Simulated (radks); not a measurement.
**Polarisabilities and dispersion coefficients of Zn, Ga⁺, Ge²⁺ and others**

Aim: static dipole polarisabilities and C6 coefficients, each species in its NIST ground configuration. After each ground state the linear response is solved; its values go to the run's result record, not to the log. Response by self-consistent Sternheimer equations with the Hartree and adiabatic LDA kernel, the relativistic mass of each level held fixed and spin-orbit coupling left out.

The numbers are computed with radks (a radial shooting solver on a logarithmic mesh, Libxc functionals) version 1 (scalar-relativistic Kohn-Sham, LB94 model potential, spin-polarised, spherical densities, finite nucleus), except any that are marked as measured or tabulated.

**1. The system**

- species: Zn ([Ar] 3d10 4s2), Ga⁺ ([Ar] 3d10 4s2), Ge²⁺ ([Ar] 3d10 4s2), As³⁺ ([Ar] 3d10 4s2), Se⁴⁺ ([Ar] 3d10 4s2), Br⁵⁺ ([Ar] 3d10 4s2), Kr⁶⁺ ([Ar] 3d10 4s2), Rb⁷⁺ ([Ar] 3d10 4s2), Sr⁸⁺ ([Ar] 3d10 4s2)

LB94 adds a gradient term to the LDA potential that gives it a −1/r tail. It is a model potential with no energy functional, so Etot and Exc are not given.

**2. Zn, [Ar] 3d10 4s2**

Settings of this run:

```text
Z 30
configuration [Ar] 3d10 4s2
relativity scalar-relativistic
functional lda,pw
model_potential LB94
spin polarised
nucleus finite rms 3.9283 fm
c 137.035999084
response adiabatic LDA kernel
```

**3. Ga⁺, [Ar] 3d10 4s2**

Settings of this run:

```text
Z 31
configuration [Ar] 3d10 4s2
relativity scalar-relativistic
functional lda,pw
model_potential LB94
spin polarised
nucleus finite rms 3.9973 fm
c 137.035999084
response adiabatic LDA kernel
```

**4. Ge²⁺, [Ar] 3d10 4s2**

Settings of this run:

```text
Z 32
configuration [Ar] 3d10 4s2
relativity scalar-relativistic
functional lda,pw
model_potential LB94
spin polarised
nucleus finite rms 4.0742 fm
c 137.035999084
response adiabatic LDA kernel
```

**5. As³⁺, [Ar] 3d10 4s2**

Settings of this run:

```text
Z 33
configuration [Ar] 3d10 4s2
relativity scalar-relativistic
functional lda,pw
model_potential LB94
spin polarised
nucleus finite rms 4.0968 fm
c 137.035999084
response adiabatic LDA kernel
```

**6. Se⁴⁺, [Ar] 3d10 4s2**

Settings of this run:

```text
Z 34
configuration [Ar] 3d10 4s2
relativity scalar-relativistic
functional lda,pw
model_potential LB94
spin polarised
nucleus finite rms 4.14 fm
c 137.035999084
response adiabatic LDA kernel
```

**7. Br⁵⁺, [Ar] 3d10 4s2**

Settings of this run:

```text
Z 35
configuration [Ar] 3d10 4s2
relativity scalar-relativistic
functional lda,pw
model_potential LB94
spin polarised
nucleus finite rms 4.1629 fm
c 137.035999084
response adiabatic LDA kernel
```

**8. Kr⁶⁺, [Ar] 3d10 4s2**

Settings of this run:

```text
Z 36
configuration [Ar] 3d10 4s2
relativity scalar-relativistic
functional lda,pw
model_potential LB94
spin polarised
nucleus finite rms 4.1884 fm
c 137.035999084
response adiabatic LDA kernel
```

**9. Rb⁷⁺, [Ar] 3d10 4s2**

Settings of this run:

```text
Z 37
configuration [Ar] 3d10 4s2
relativity scalar-relativistic
functional lda,pw
model_potential LB94
spin polarised
nucleus finite rms 4.2036 fm
c 137.035999084
response adiabatic LDA kernel
```

**10. Sr⁸⁺, [Ar] 3d10 4s2**

Settings of this run:

```text
Z 38
configuration [Ar] 3d10 4s2
relativity scalar-relativistic
functional lda,pw
model_potential LB94
spin polarised
nucleus finite rms 4.224 fm
c 137.035999084
response adiabatic LDA kernel
```

**Question.** What will these runs give? Wanted: for each run, species; −ε(HOMO); α; α uncoupled; C6; C8; recommended α.

The runs gave:

```
species  −ε(HOMO) (eV)  α (bohr³)  α uncoupled (bohr³)  C6 (hartree bohr⁶)  C8 (hartree bohr⁸)  recommended α (bohr³)
     Zn         10.589      28.20                49.66               179.8                6855                  38.67
    Ga⁺         22.240      14.39                25.24               67.11                1579                      -
   Ge²⁺         36.243      8.855                15.28               32.40               542.9                      -
   As³⁺         52.393      6.001                10.18               17.96               230.5                      -
   Se⁴⁺         70.578      4.320                7.219               10.86               111.8                      -
   Br⁵⁺         90.734      3.243                5.343               6.983               59.38                      -
   Kr⁶⁺         112.82      2.510                4.084               4.700               33.75                      -
   Rb⁷⁺         136.80      1.989                3.200               3.278               20.22                      -
   Sr⁸⁺         162.67      1.607                2.558               2.353               12.63                      -
```

What this shows: Uncoupled leaves out the potential induced by the response; C6 and C8 are for like pairs. Zn is the most polarisable and Sr⁸⁺ the least, a factor 17.6 apart. For the pair Zn–Sr⁸⁺ the Casimir-Polder integral gives C6 = 17.32, the rule 2·Ca·Cb/(Ca·αb/αa + Cb·αa/αb) on the like-pair values 16.42. Against the recommended values (Schwerdtfeger and Nagle, 2023 table) the misses are Zn -27 %. C8 is given only where no p, d or f shell is open.
